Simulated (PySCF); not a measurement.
# TiCl4: singlet, from a see-saw start

Where does singlet TiCl4 go from a see-saw start, is the end point a minimum, and what are its modes, charges and moments?

Program: PySCF 2.14.0. Level of theory: PBE0, basis Ti def2-TZVP, Cl def2-TZVP, no relativity, density fitting. These are calculated values, not measurements.

### 1 Where the work starts

5 atoms, charge 0, spin multiplicity 1.

Bond lengths: Ti1–Cl2 2.350 Å, Ti1–Cl3 2.350 Å, Ti1–Cl4 2.350 Å, Ti1–Cl5 2.350 Å. Angles: Cl2–Ti1–Cl3 170.0°, Cl2–Ti1–Cl4 86.9°, Cl2–Ti1–Cl5 86.9°, Cl3–Ti1–Cl4 86.9°, Cl3–Ti1–Cl5 86.9°, Cl4–Ti1–Cl5 104.0°.

```xyz
5
charge 0 multiplicity 1
Ti    0.0000    0.0000    0.0000
Cl    0.0000    2.3411    0.2048
Cl    0.0000   -2.3411    0.2048
Cl    1.8518    0.0000    1.4468
Cl   -1.8518    0.0000    1.4468
```

### 2 First SCF at the start

One driver script runs all steps and calls PySCF; scf.py shows how it sets up the SCF of each step. The optimiser is the driver's own. After this first run the driver tries any further starts and a stability analysis.

Contents of scf.py:

```python
from pyscf import gto, scf, dft
mol = gto.M(atom='''
Ti     0.000000     0.000000     0.000000
Cl     0.000000     2.341100     0.204800
Cl    -0.000000    -2.341100     0.204800
Cl     1.851800     0.000000     1.446800
Cl    -1.851800     0.000000     1.446800''',
    basis={'Ti': 'def2-TZVP', 'Cl': 'def2-TZVP'},
    charge=0, spin=0)
mf = dft.RKS(mol, xc='PBE0')
mf.grids.atom_grid = (50, 194)
aux = {'Ti': 'def2-universal-JKFIT', 'Cl': 'def2-universal-JKFIT'}
mf = mf.density_fit(auxbasis=aux)
mf.conv_tol = 1e-08
mf.diis_space = 10
mf.max_cycle = 60
mf.init_guess = 'minao'
mf.verbose = 4
mf.kernel()
```

Started as:

```sh
OMP_NUM_THREADS=4 python axn.py task.json out
```

After this run come: Relaxing the singlet from the see-saw start; Frequencies.

What does the calculation give? Wanted: minimum; geometry; wavenumbers; dipole moment; highest occupied, lowest empty level; polar-tensor charge of Ti1; zero-point energy; atomisation energy.

The runs gave:

```
                                 quantity                                     value
                                  minimum                               singlet, Td
                                 geometry  Ti–Cl 2.163 Å (×4); Cl–Ti–Cl 109.5° (×6)
                       wavenumbers (cm⁻¹)     115 (e), 136 (t2), 396 (a1), 510 (t2)
                            dipole moment                                    0.00 D
     highest occupied, lowest empty level                           -9.64, -3.77 eV
               polar-tensor charge of Ti1                                   +2.06 e
                        zero-point energy                               15.4 kJ/mol
                      entropy at 298.15 K                           352.3 J/(mol K)
atomisation energy (no zero-point energy)                               1727 kJ/mol
```

From C2v at the start the molecule goes to a Td minimum. In the infrared the band at 510 cm⁻¹ (t2, mixed) leads. Ti1 has a polar-tensor charge of +2.1 e (a dipole derivative, not a static charge), yet symmetry cancels the bond dipoles. Only this shape and spin were tried, so other structures or states may lie lower.
